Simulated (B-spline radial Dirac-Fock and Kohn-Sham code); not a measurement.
# Core levels and X-ray properties of Ag⁶⁺, part 2 of 2

B-spline radial Dirac-Fock and Kohn-Sham code; calculated values. Earlier steps stand in the parts before.

## Step 6: Decay of the holes

Model: independent-particle rates: relativistic LDA orbitals of the hole state, multipoles to L = 3 (length form), Coulomb Auger matrix elements with a Latter-tail continuum; energies from Dirac-Fock.

The run's settings:

```ini
task = decay
holes = ["K", "L1", "L2", "L3", "M1", "M2", "M3", "M4", "M5", "N1", "N2", "N3"]
```

The program writes no log. Results of the run, from its result record (rounded, main fields):

```text
status: converged
K:
  width_radiative: 5.4936
  width_radiative_velocity: 5.6279
  width_nonradiative: 1.1247
  coster_kronig: {}
  radiative: [["L3", 22160.0, 2.9946], ["L2", 21988.0, 1.5888], ["M3", 24940.0, 0.50327], ["M2", 24909.0, 0.25838], ["N3", 25466.0, 0.095158], ["N2", 25460.0, 0.048561]]
  auger: [["L2L3", 18378.0, 0.31599], ["L3L3", 18552.0, 0.16048], ["L1L3", 18115.0, 0.12913], ["L1L2", 17940.0, 0.08741], ["L1L1", 17644.0, 0.069953], ["L3M3", 21415.0, 0.049494]]
L1:
  width_radiative: 0.080737
  width_radiative_velocity: 0.080557
  width_nonradiative: 2.4635
  coster_kronig: {"L2": 0.48424, "L3": 0.7581}
  radiative: [["M3", 3240.3, 0.041065], ["M2", 3209.0, 0.024621], ["N3", 3766.2, 0.0085437], ["N2", 3760.6, 0.005007], ["L3", 460.62, 0.00067731], ["M5", 3448.1, 0.00042208]]
  auger: [["M4M5", 2911.6, 0.24595], ["L3N1", 223.68, 0.23915], ["L3N3", 270.91, 0.20583], ["M1M5", 2567.4, 0.17178], ["L2N1", 50.785, 0.16713], ["M1M3", 2365.1, 0.15032]]
L2:
  width_radiative: 0.12562
  width_radiative_velocity: 0.12826
  width_nonradiative: 1.9565
  coster_kronig: {"L3": 0.12441}
  radiative: [["M4", 3154.4, 0.1139], ["N4", 3537.5, 0.0078607], ["M1", 2806.5, 0.003145], ["N1", 3432.8, 0.00067161], ["M3", 2952.6, 3.4381e-05], ["N3", 3478.5, 7.2562e-06]]
  auger: [["M4M5", 2623.8, 0.54454], ["M2M3", 2187.5, 0.20588], ["M2M5", 2392.7, 0.19463], ["M3M4", 2419.0, 0.1421], ["M4M4", 2618.4, 0.12379], ["M2M4", 2391.2, 0.10841]]
L3:
  width_radiative: 0.12068
  width_radiative_velocity: 0.12268
  width_nonradiative: 2.0144
  coster_kronig: {}
  radiative: [["M5", 2987.5, 0.097642], ["M4", 2981.5, 0.010999], ["N5", 3365.4, 0.0066681], ["M1", 2633.7, 0.0037808], ["N1", 3259.9, 0.00079993], ["N4", 3364.6, 0.00074514]]
  auger: [["M4M5", 2451.0, 0.46935], ["M5M5", 2457.7, 0.31617], ["M3M5", 2254.6, 0.25114], ["M3M4", 2246.1, 0.16517], ["M3M3", 2045.6, 0.16296], ["M2M3", 2014.7, 0.11627]]
M1:
  width_radiative: 0.0017344
  width_radiative_velocity: 0.0016082
  width_nonradiative: 3.0062
  coster_kronig: {"M3": 1.0836, "M4": 0.68084, "M5": 0.97621}
  radiative: [["N3", 671.96, 0.0008906], ["N2", 666.33, 0.00060212], ["M3", 146.06, 0.00019421], ["M2", 114.71, 4.5528e-05], ["N5", 731.79, 9.8524e-07], ["N4", 730.97, 6.8578e-07]]
  auger: [["M3N5", 19.402, 0.65268], ["M5N1", 117.92, 0.625], ["M3N4", 18.484, 0.43094], ["M4N1", 111.88, 0.42473], ["M5N3", 165.15, 0.16517], ["M5N5", 227.3, 0.10021]]
M2:
  width_radiative: 0.0014085
  width_radiative_velocity: 0.0012882
  width_nonradiative: 3.1327
  coster_kronig: {"M4": 1.8216, "M5": 1.0052}
  radiative: [["M4", 233.14, 0.00065773], ["N4", 616.27, 0.00045725], ["N1", 511.55, 0.0002931], ["N3", 557.26, 4.1116e-07], ["N5", 617.09, 2.2195e-10], ["M3", 31.351, 1.9088e-10]]
  auger: [["M4N3", 44.271, 0.97254], ["M5N2", 44.188, 0.78651], ["M4N2", 38.431, 0.62169], ["M4N5", 106.38, 0.11446], ["M4N4", 105.75, 0.11292], ["M5N1", 3.2118, 0.10399]]
M3:
  width_radiative: 0.0013041
  width_radiative_velocity: 0.0011985
  width_nonradiative: 3.4
  coster_kronig: {"M4": 0.76988, "M5": 2.3126}
  radiative: [["N5", 585.74, 0.00044283], ["M5", 207.82, 0.00043234], ["N1", 480.2, 0.00033239], ["N4", 584.92, 5.2737e-05], ["M4", 201.79, 4.3401e-05], ["N2", 520.28, 2.1621e-07]]
  auger: [["M5N3", 19.092, 1.3781], ["M5N2", 12.837, 0.64493], ["M4N3", 12.921, 0.62344], ["M5N5", 81.243, 0.19142], ["M5N4", 80.18, 0.098165], ["M4N2", 7.0806, 0.096482]]
M4:
  width_radiative: 0.0001066
  width_radiative_velocity: 0.00011409
  width_nonradiative: 0.22846
  coster_kronig: {}
  radiative: [["N2", 318.48, 9.1029e-05], ["N3", 324.11, 1.5534e-05], ["N4", 383.12, 2.082e-08], ["N1", 278.41, 1.0469e-08], ["N5", 383.94, 8.7173e-09], ["M5", 6.0243, 1.2181e-12]]
  auger: [["N3N4", 199.89, 0.062339], ["N4N5", 260.23, 0.043601], ["N1N4", 153.66, 0.036448], ["N2N4", 194.98, 0.027581], ["N4N4", 259.39, 0.020915], ["N2N3", 133.91, 0.0094204]]
M5:
  width_radiative: 9.5728e-05
  width_radiative_velocity: 0.00010236
  width_nonradiative: 0.23535
  coster_kronig: {}
  radiative: [["N3", 318.09, 9.569e-05], ["N5", 377.92, 2.2959e-08], ["N1", 272.38, 1.0003e-08], ["N4", 377.1, 5.8769e-09], ["N2", 312.46, 3.7727e-12]]
  auger: [["N3N5", 195.2, 0.058362], ["N1N5", 148.49, 0.039267], ["N5N5", 255.05, 0.035396], ["N2N5", 188.83, 0.034395], ["N4N5", 254.21, 0.030234], ["N2N3", 127.88, 0.009641]]
N1:
  width_radiative: 4.8279e-05
  width_radiative_velocity: 3.6917e-05
  width_nonradiative: 0
  coster_kronig: {}
  radiative: [["N3", 45.704, 3.6243e-05], ["N2", 40.075, 1.2021e-05], ["N5", 105.53, 9.7533e-09], ["N4", 104.71, 6.22e-09]]
  auger: []
N2:
  width_radiative: 5.8081e-05
  width_radiative_velocity: 5.1686e-05
  width_nonradiative: 0
  coster_kronig: {}
  radiative: [["N4", 64.638, 5.8081e-05], ["N3", 5.6288, 1.1089e-12], ["N5", 65.458, 8.8797e-14]]
  auger: []
N3:
  width_radiative: 4.8079e-05
  width_radiative_velocity: 4.2046e-05
  width_nonradiative: 0
  coster_kronig: {}
  radiative: [["N5", 59.829, 4.3459e-05], ["N4", 59.009, 4.6201e-06]]
  auger: []
```

All in eV. For each hole the six strongest lines (shell, energy, width) and Auger groups (final holes, energy, width) are shown.

Widths (eV), yields and lifetimes:

```csv
hole,radiative,Auger,Coster-Kronig,total,yield,lifetime (fs)
K (1s),5.49,1.12,0,6.62,0.830,0.0995
L1 (2s),0.0807,1.22,1.24,2.54,0.0317,0.259
L2 (2p1/2),0.126,1.83,0.124,2.08,0.0603,0.316
L3 (2p3/2),0.121,2.01,0,2.14,0.0565,0.308
M1 (3s),0.00173,0.266,2.74,3.01,5.77e-04,0.219
M2 (3p1/2),0.00141,0.306,2.83,3.13,4.49e-04,0.210
M3 (3p3/2),0.00130,0.317,3.08,3.40,3.83e-04,0.194
M4 (3d3/2),1.07e-04,0.228,0,0.229,4.66e-04,2.88
M5 (3d5/2),9.57e-05,0.235,0,0.235,4.07e-04,2.80
N1 (4s),4.83e-05,0,0,4.83e-05,1.00,13600
N2 (4p1/2),5.81e-05,0,0,5.81e-05,1.00,11300
N3 (4p3/2),4.81e-05,0,0,4.81e-05,1.00,13700
```

Emission lines that fill the K hole:

```
  Kα2 21987.5      53.1 ############################
  Kα1 22160.4       100 ################################
  Kβ3 24908.7      8.63 ################
  Kβ1 24940.1      16.8 ####################
Kβ2'' 25460.4      1.62 #####
 Kβ2' 25466.0      3.18 #########
```
(bars on a logarithmic scale, % of the strongest)

## Step 7: non-relativistic HF, for comparison

Model: non-relativistic Hartree-Fock, average of configuration, point nucleus.

Settings, as recorded:

```ini
task = binding-ladder
method = hf
relativity = nr
```

The program writes no log. Results of the run, from its result record (rounded, main fields):

```text
status: converged
shells: ["1s", "2s", "2p", "3s", "3p", "3d", "4s", "4p", "4d"]
minus_eigenvalue [eV]: [24968.5, 3772.84, 3508.93, 806.473, 698.417, 500.516, 203.095, 164.71, 105.678]
delta_scf [eV]: [24913.1, 3745.34, 3478.51, 797.218, 688.851, 489.651, 201.421, 163.2, 104.598]
total_energy [Ha]: -5187.9554
```

Beside the Dirac-Fock ΔSCF result with Breit and QED, in eV:

```csv
level,-ε,miss,ΔSCF,miss,Dirac-Fock
1s,24968.5,-660.6,24913.1,-716.0,25629.1
2s,3772.8,-156.5,3745.3,-184.0,3929.4
2p,3508.9,-17.4,3478.5,-47.9,3526.4
3s,806.5,-28.6,797.2,-37.9,835.1
3p,698.4,-1.1,688.9,-10.6,699.5
3d,500.5,+16.9,489.7,+6.0,483.6
4s,203.1,-5.7,201.4,-7.4,208.8
4p,164.7,-0.3,163.2,-1.8,165.0
4d,105.7,+2.1,104.6,+1.0,103.6
```

Spin-orbit partners are averaged with weights 2j + 1.

## Step 8: Cost and miss by method

| method | level | eigenvalue miss (%) | ΔSCF miss (%) | time |
| --- | --- | --- | --- | --- |
| Dirac LDA | K | -0.96 | +0.27 | 5.7 s |
| non-relativistic HF | 1s | -2.58 | -2.79 | 0.4 s |
| Dirac-Fock + Breit + QED | all | - | reference | 8.1 s |

Times cover the ground state and all hole states of a step, on one thread of a shared host; states solved in an earlier step are reused, and a first call can include compiling.

## Step 9: Summary of results

This closing draws on all 2 parts.

| quantity | value |
| --- | --- |
| rms radius of the electron cloud | 0.664 bohr |
| form factor halves at | 0.66 1/Å |
| Compton profile at zero | 4.843 1/a.u. |
| deepest level listed, K (1s) | 25629.1 eV |
| least bound, N4,5 (4d) | 103.6 eV |
| Kα1 | 22160.4 eV |
| ionisation energy, NIST (theoretical) | 106.000 eV |
| Dirac LDA, K: eigenvalue / ΔSCF | 25383.2 / 25699.2 eV |
| total at 2130.0 eV | 217 kb |
| strongest subshell at 2130.0 eV | M3 (3p3/2), 56.1 kb, β = 1.64 |
| K hole: width, yield | 6.62 eV, 0.830 |
| its lifetime | 0.0995 fs |
| its strongest line | Kα1 (K-L3), 22160.4 eV |
| non-relativistic HF, 1s: eigenvalue / ΔSCF | 24968.5 / 24913.1 eV |

In words: f falls from 41 to half of that at s = 0.66 1/Å. Incoherent scattering outweighs coherent from 100 keV on, among the energies asked. The K (1s) level lies 58.3 eV under Koopmans' value by relaxation alone; Breit gives -52.18 and QED -26.29 eV. NIST's ionisation energy differs by +2.37 eV from the least binding energy; the calculation averages open shells over their j components and terms. Dirac LDA misses the K level by -1.0 % with its eigenvalue and by +0.3 % with ΔSCF, so total-energy differences mend most of the error. M3 (3p3/2) leads at 2130.0 eV with 26 % of the total, and the K shell holds 87 % at 74000 eV. The K hole lives 0.099 fs and decays mostly by X-ray emission (yield 0.83). Coster-Kronig decay rules M1, M2 and M3, where this model's widths can be far from the measured ones. Non-relativistic HF misses the 1s level by -2.6 % with its eigenvalue and by -2.8 % with ΔSCF, as relativity is missing. The Hartree-Fock and Dirac-Fock values hold no electron correlation.
